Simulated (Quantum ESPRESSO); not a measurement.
GaP:

```
CELL_PARAMETERS angstrom
0.00000 2.72525 2.72525
2.75250 0.00000 2.72525
2.75250 2.72525 0.00000
ATOMIC_POSITIONS crystal
Ga 0.00000 0.00000 0.00000
P 0.25000 0.25000 0.25000
```

The cell was built by a generator and needn't be a form met in nature.

Base run:

| Item | Value |
| --- | --- |
| Program | Quantum ESPRESSO 7.5 |
| Functional | PBE |
| Potentials or basis | PseudoDojo 0.4.1 SR PBE standard |
| Cutoff | 1088 eV |
| Density cutoff | 4354 eV |
| k mesh | 8 × 8 × 8, shifted |
| Occupations | fermi-dirac, width 0.02 eV |
| Spin | no spin polarisation |

Its results: pressure 1.7 GPa; electronic dielectric tensor (diagonal) 10.59, 10.50, 10.50.

**Question.** The run is repeated on the same cell with these changes: functional from PBE to LDA; potentials or basis from PseudoDojo 0.4.1 SR PBE standard to PseudoDojo 0.4.1 SR LDA standard. What comes out?

**Answer.** Pressure -3.7 GPa; electronic dielectric tensor (diagonal) 11.15, 11.05, 11.05.

Caveats: the cell is more than 3 GPa from zero pressure, which shifts response properties (some runs).
